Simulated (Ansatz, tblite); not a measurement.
**Al10As9 wurtzite ring sphere (Al10As9H26−): rung by rung**

Aim: run the singlet of Al10As9 wurtzite ring sphere (Al10As9H26−) at one geometry on many levels, and compare frontier levels, spin and run time.

Computed with Ansatz 0.2.0, Gaussian basis. Level: as each input shows.

Levels to be run: GFN1-xTB, GFN2-xTB, PBE-D4/def2-TZVP, r2SCAN-D4/def2-TZVP, B97M-V/def2-TZVP, LDA/def2-TZVP, PBE-D4/def2-SVP, PBE0-D4/def2-SVP, HF/STO-3G, HF/6-31G, B3LYP-D4/6-31G, MP2/def2-SVP, RPA/def2-SVP.

## Step 1: The structure

The geometry is that of the singlet, from an earlier relaxation (PBE-D4/def2-SVP).

45 atoms, charge -1, spin multiplicity 1.

Bond lengths: Al1–As2 2.574 Å, Al1–As5 2.479 Å, Al1–H20 1.607 Å, Al1–H21 1.609 Å, As2–Al7 2.506 Å, As2–H22 1.529 Å, As2–H23 1.529 Å, Al3–As4 2.529 Å, Al3–As5 2.501 Å, Al3–H24 1.611 Å, Al3–H25 1.615 Å, As4–Al9 2.529 Å, As4–H26 1.528 Å, As4–H27 1.532 Å, As5–Al6 2.470 Å, As5–Al14 2.446 Å, Al6–As8 2.538 Å, Al6–As10 2.470 Å and more. Angles: As2–Al1–As5 99.3°, As2–Al1–H20 104.5°, As2–Al1–H21 103.1°, As5–Al1–H20 113.6°, As5–Al1–H21 111.7°, H20–Al1–H21 121.3°, Al1–As2–Al7 122.7°, Al1–As2–H22 111.2°, Al1–As2–H23 111.9°, Al7–As2–H22 104.4°, Al7–As2–H23 107.0°, H22–As2–H23 96.1°, As4–Al3–As5 100.1°, As4–Al3–H24 109.0°, As4–Al3–H25 104.3°, As5–Al3–H24 111.2°, As5–Al3–H25 110.2°, H24–Al3–H25 119.8° and more.

The ion is computed in the gas phase, without counter-ions or solvent.

PBE0-D4/def2-TZVP was run before; its log isn't repeated, and its numbers join the tables.

## Step 2: GFN1-xTB

Tight binding, by tblite at 300 K electronic temperature and without a spin-polarisation term:

```python
tblite.interface.Calculator('GFN1-xTB', numbers, positions, charge=-1, uhf=0).singlepoint()
```

Energy -1328.9026 eV, HOMO -7.42 eV, LUMO -3.87 eV; 0.38 s.

## Step 3: GFN2-xTB

Tight binding, by tblite at 300 K electronic temperature and without a spin-polarisation term:

```python
tblite.interface.Calculator('GFN2-xTB', numbers, positions, charge=-1, uhf=0).singlepoint()
```

Energy -1242.9452 eV, HOMO -6.91 eV, LUMO -4.53 eV; 0.37 s.

## Step 4: PBE-D4/def2-TZVP

start.molden holds the orbitals of an earlier run on this state, given as this run's starting guess.

in.yaml reads:

```yaml
crystal:
  periodic: [false, false, false]
  atoms:
    - {symbol: Al, position_ang: [0.606861, -4.398650, -0.545773]}
    - {symbol: As, position_ang: [0.588338, -4.129364, 2.013641]}
    - {symbol: Al, position_ang: [0.955864, -2.032884, -3.676439]}
    - {symbol: As, position_ang: [-0.961253, -0.558854, -4.417889]}
    - {symbol: As, position_ang: [0.597868, -2.008427, -1.201711]}
    - {symbol: Al, position_ang: [-1.430824, -0.826537, -0.435500]}
    - {symbol: Al, position_ang: [0.683753, -1.894006, 3.141891]}
    - {symbol: As, position_ang: [-1.227390, -0.707446, 2.091556]}
    - {symbol: Al, position_ang: [-1.279086, 1.839391, -3.679723]}
    - {symbol: As, position_ang: [-1.440298, 1.520265, -1.204784]}
    - {symbol: Al, position_ang: [-3.505051, 2.725971, -0.551746]}
    - {symbol: Al, position_ang: [-1.301863, 1.542232, 3.139059]}
    - {symbol: As, position_ang: [-3.286157, 2.572756, 2.007884]}
    - {symbol: Al, position_ang: [2.668714, -0.993634, -0.386679]}
    - {symbol: As, position_ang: [2.582011, -0.698064, 2.101533]}
    - {symbol: As, position_ang: [2.394611, 1.382192, -1.172445]}
    - {symbol: Al, position_ang: [0.472999, 2.807760, -0.389816]}
    - {symbol: Al, position_ang: [2.880403, 1.666796, 2.921370]}
    - {symbol: As, position_ang: [0.683100, 2.588270, 2.098925]}
    - {symbol: H, position_ang: [-0.767612, -5.161524, -0.878823]}
    - {symbol: H, position_ang: [2.033564, -5.086436, -0.828539]}
    - {symbol: H, position_ang: [-0.629998, -4.815149, 2.632106]}
    - {symbol: H, position_ang: [1.634774, -5.016603, 2.688605]}
    - {symbol: H, position_ang: [0.745781, -3.510732, -4.281904]}
    - {symbol: H, position_ang: [2.278470, -1.189187, -4.058023]}
    - {symbol: H, position_ang: [-2.256079, -1.306337, -4.104549]}
    - {symbol: H, position_ang: [-1.086070, -0.632219, -5.943201]}
    - {symbol: H, position_ang: [-2.787877, -1.610647, -0.778584]}
    - {symbol: H, position_ang: [0.665787, -1.995229, 4.741667]}
    - {symbol: H, position_ang: [-2.457203, -1.417138, 2.659553]}
    - {symbol: H, position_ang: [-2.662793, 2.396448, -4.287852]}
    - {symbol: H, position_ang: [0.113788, 2.561407, -4.060652]}
    - {symbol: H, position_ang: [-4.854105, 1.920770, -0.888834]}
    - {symbol: H, position_ang: [-3.382939, 4.305493, -0.832363]}
    - {symbol: H, position_ang: [-1.399667, 1.579651, 4.738708]}
    - {symbol: H, position_ang: [-4.487555, 1.854166, 2.622327]}
    - {symbol: H, position_ang: [-3.539021, 3.920500, 2.684308]}
    - {symbol: H, position_ang: [4.063053, -1.630130, -0.853048]}
    - {symbol: H, position_ang: [3.815511, -1.445297, 2.608011]}
    - {symbol: H, position_ang: [2.298750, 1.325333, -2.692846]}
    - {symbol: H, position_ang: [3.712515, 2.143715, -1.062666]}
    - {symbol: H, position_ang: [0.619115, 4.332862, -0.858369]}
    - {symbol: H, position_ang: [2.939615, 1.702255, 4.528799]}
    - {symbol: H, position_ang: [4.056246, 2.345444, 2.049428]}
    - {symbol: H, position_ang: [0.651368, 4.030820, 2.603365]}
basis:
  gaussian: {orbitals: def2-TZVP, fitting: {mean_field: def2-universal-jkfit}, initial_orbitals: start.molden}
total_charge: -1
hamiltonian: {xc: pbe, dispersion: d4}
scf: {omitted_lower_state_checks: [starts]}
output: {forces: true, orbitals: {seedname: orbitals}}
```

Started as:

```sh
$ ansatz run in.yaml --threads 4 --pin off --events-out ev --progress --plain --max-ram 46080MiB --backend cuda --devices 0, --max-vram 37GiB
```

After this run come: r2SCAN-D4/def2-TZVP; B97M-V/def2-TZVP; LDA/def2-TZVP; PBE-D4/def2-SVP; PBE0-D4/def2-SVP; HF/STO-3G; HF/6-31G; B3LYP-D4/6-31G; MP2/def2-SVP; RPA/def2-SVP.

**Question.** What will the summary of the whole plan be? Wanted: gap in def2-TZVP, named functionals, smallest and largest; correlation energy, MP2/def2-SVP; PBE0 total energy, smallest basis above largest.

The runs gave:

| quantity | value |
| --- | --- |
| gap in def2-TZVP, named functionals, smallest and largest | 3.53 eV (LDA), 5.25 eV (PBE0-D4) |
| correlation energy, MP2/def2-SVP | -78.47 eV |
| PBE0 total energy, smallest basis above largest | 90.23 eV (def2-SVP, def2-TZVP) |

In words: Orbital gaps of the named functionals in def2-TZVP span 3.53 eV (LDA) to 5.25 eV (PBE0-D4); exact exchange widens it.
